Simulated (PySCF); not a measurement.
# C2H9NOSi: the cost of one run

Computed with PySCF 2.14.0, with density-fitted response routines of our own, on a single molecule in the gas phase. Atoms are numbered from 0 throughout.

## Step 1: Starting geometry

14 atoms, charge 0, multiplicity 1; geometry from: GFN2-xTB. The atoms were then displaced at random by about 0.01 Å, so the start is not that level's minimum.

Bonds of the start (Å): C0–O1 1.37, O1–C2 1.41, C2–Si3 1.96, Si3–N4 1.70, C0–H5 1.12, C0–H6 1.11, C0–H7 1.07, C2–H8 1.09, C2–H9 1.08, Si3–H10 1.48, Si3–H11 1.45, N4–H12 1.04, N4–H13 1.00.

## Step 2: Relaxing the molecule at PBE0-D3(BJ)/def2-SVP

Job settings and geometry (Å):

```
{"job": {"xc": "PBE0", "basis": "def2-SVP", "d3": "d3bj", "grid": 1, "shake": 0.01, "kind": "geom"}, "charge": 0, "multiplicity": 1}
C     -2.235640     0.449310     0.107410
O     -0.884400     0.414460     0.350610
C     -0.267720    -0.708190    -0.239000
Si     1.618710    -0.614790     0.272340
N      2.144420     0.863550    -0.388020
H     -2.634580     1.384400     0.577420
H     -2.454470     0.514960    -0.974160
H     -2.756980    -0.393630     0.517260
H     -0.721090    -1.624630     0.148660
H     -0.382690    -0.688280    -1.310280
H      1.647620    -0.771450     1.745630
H      2.354130    -1.681740    -0.373430
H      1.491120     1.668760    -0.350280
H      3.074430     1.172190    -0.186520
```

The run is started by

```
$ OMP_NUM_THREADS=1 python probes_run.py task.json out
```

One launch serves the whole session: the jobs run in the order shown.

**Question.** How long does this first job take on 1 thread of Arm Neoverse V2, shared host, and how much memory does it need?

About 28 s, with a peak of 0.51 GiB.
